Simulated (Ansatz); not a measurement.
A nudged elastic band was laid between two geometries of a periodic cell of 17 atoms, HC16 (host C, host structure diamond, interstitial H), cell charge +1.

All numbers below come from DFT PBE, scalar-relativistic, plane waves, PAW in Ansatz. Settings: cutoff 420 eV, k mesh 3x3x3, gaussian smearing 0.05 eV, no spin polarisation.

| Property | Result |
| --- | --- |
| movable images | 4 |
| climbing image | no |
| spring | 5.0 eV/Å² |
| optimiser | quadratic models (default) |
| start path | default |
| force threshold | 0.05 eV/Å |
| iteration limit | 50 |
| end points | relaxed |

Initial state:

```xyz
17
Lattice="0.0000 3.5700 3.5700 3.5700 0.0000 3.5700 3.5700 3.5700 0.0000" Properties=species:S:1:pos:R:3
C -0.086 0.065 0.066
C 0.898 0.888 0.853
C 1.774 1.788 -0.036
C 2.652 2.673 0.884
C 1.756 -0.002 1.765
C 2.619 0.934 2.665
C 3.547 1.791 1.776
C 4.441 2.679 2.659
C -0.014 1.741 1.727
C 0.958 2.611 2.593
C 1.775 3.573 1.760
C 2.668 4.455 2.656
C 1.745 1.788 3.576
C 2.657 2.678 4.435
C 3.550 3.567 3.550
C 4.425 4.458 4.453
H 3.461 3.120 6.142
```

Final state:

Only the atoms that move by more than 0.05 Å are listed.
```
C1 0.045 0.057 -0.013
C2 0.898 0.930 0.899
C3 1.721 1.717 -0.085
C4 2.745 2.761 0.960
C6 2.678 0.919 2.658
C9 -0.002 1.820 1.776
C10 0.901 2.698 2.669
C13 1.789 1.804 3.551
C16 4.468 4.471 4.426
H17 2.238 2.781 7.031
```

Q: Which bonds break or form, and what moves?

A: Contacts lost: C1–H17, C10–H17. Contacts made: C3–H17, C4–H17. The atom that moves furthest is H17, by 1.55 Å.

Q: What energy profile does the band end with?

A: The run converged. The highest image is number 2 of 0 to 5, 0.014 eV above the ends, which have the same energy within 2 meV. Beside the main top the profile has a ripple of under 15 meV (maxima at images 2, 4), which may be a very shallow well or noise. No image climbed, so the highest image needn't sit at the top of the path. Limits of this set-up: charged cell in a uniform background, uncorrected.

```
image  path coordinate (Å)  energy (eV)  C1–H17 (Å)  C10–H17 (Å)  C3–H17 (Å)
    0                 0.00        0.000        1.18         1.18        2.35
    1                 0.56        0.007        1.20         1.17        1.98
    2                 1.12        0.014        1.16         1.19        2.07
    3                 1.68        0.001        1.18         1.59        1.65
    4                 2.23        0.011        1.19         1.93        1.54
    5                 2.78        0.000        1.62         2.37        1.18
```

Q: What is the geometry of the highest image?

A: 
```xyz
17
Lattice="0.0000 3.5700 3.5700 3.5700 0.0000 3.5700 3.5700 3.5700 0.0000" Properties=species:S:1:pos:R:3
C -0.117 0.127 0.014
C 0.854 0.916 0.843
C 1.722 1.823 -0.048
C 2.574 2.716 0.893
C 1.735 0.012 1.733
C 2.624 0.916 2.614
C 3.516 1.823 1.746
C 4.408 2.711 2.631
C -0.049 1.798 1.708
C 0.919 2.639 2.548
C 1.718 3.635 1.750
C 2.627 4.500 2.637
C 1.759 1.799 3.517
C 2.634 2.708 4.405
C 3.518 3.603 3.520
C 4.400 4.499 4.411
H 3.642 2.571 6.958
```

Run time: 5.3 min on 1 thread of Intel(R) Xeon(R) Platinum 8488C (Sapphire Rapids) (shared host), peak memory 0.47 GiB.
